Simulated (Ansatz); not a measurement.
Geometry optimisation, DFT PBE, scalar-relativistic, plane waves, PAW (Ansatz 0.2.0).

Input file:

```yaml
crystal:
  lattice:
    - [5.9, 0.0, 0.0]
    - [-4.425, 7.664325, 0.0]
    - [0.0, 0.0, 4.6846]
  atoms:
    - { symbol: Ti, position: [0.0, 0.0, 0.0] }
    - { symbol: Ti, position: [0.1666667, 0.2222222, 0.5] }
    - { symbol: Ti, position: [0.0, 0.3333333, 0.0] }
    - { symbol: Ti, position: [0.1666667, 0.5555556, 0.5] }
    - { symbol: Ti, position: [0.0, 0.6666667, 0.0] }
    - { symbol: Ti, position: [0.1666667, 0.8888889, 0.5] }
    - { symbol: Ti, position: [0.5, 0.0, 0.0] }
    - { symbol: Ti, position: [0.6666667, 0.2222222, 0.5] }
    - { symbol: Ti, position: [0.5, 0.3333333, 0.0] }
    - { symbol: Ti, position: [0.6666667, 0.5555556, 0.5] }
    - { symbol: Ti, position: [0.5, 0.6666667, 0.0] }
    - { symbol: Ti, position: [0.6666667, 0.8888889, 0.5] }
    - { symbol: H, position: [0.8316428, 0.7803936, 0.7394676] }
basis:
  ecutwfc: 420.0
kpoints:
  mp_grid: { grid: [2, 2, 2] }
hamiltonian:
  xc: pbe
scf:
  occupations: { method: fermi_dirac, width: 0.05 }
  lower_state_search: "off"
relax:
  f_tol: 0.08
  max_steps: 25
  adjacent_minimum: "off"
```

Run as:

```bash
$ ansatz run input.yaml --threads 1 --pin off --max-ram 3072MiB --backend cpu --events-out ev --progress --plain --runs-dir out
```

**Question.** Where does it end, and by what steps?

**Answer.** The forces met the threshold. The threshold is loose, so the end isn't yet a minimum. The force dipped under the threshold on the way, but the program's further checks kept it going. Limits of this set-up: coarse k mesh, odd electron count without spin. After 3 steps the energy has fallen by 0.054 eV; Ti5 moved furthest, 0.06 Å.

```csv
step,energy less start (eV),largest force component (eV/Å),accepted
0,0.0000,0.388,yes
1,-0.0142,0.398,yes
2,-0.0543,0.038,yes
3,-0.0543,0.038,yes
```

```xyz
13
Lattice="5.9000 0.0000 0.0000 -4.4250 7.6643 0.0000 0.0000 0.0000 4.6846" Properties=species:S:1:pos:R:3
Ti 0.012 0.025 -0.013
Ti -0.005 1.728 2.330
Ti -1.458 2.549 0.002
Ti -1.486 4.258 2.330
Ti -2.903 5.079 -0.001
Ti -2.935 6.848 2.336
Ti 2.956 0.003 0.006
Ti 2.930 1.710 2.331
Ti 1.477 2.534 0.004
Ti 1.460 4.236 2.349
Ti -0.019 5.075 0.001
Ti -0.043 6.844 2.340
H 1.467 5.968 3.501
```

Whether the end is a true minimum wasn't checked by a vibrational analysis.

The run took 30 s on 1 thread of Arm Neoverse V1, with other jobs on the host, peak memory 0.49 GiB.
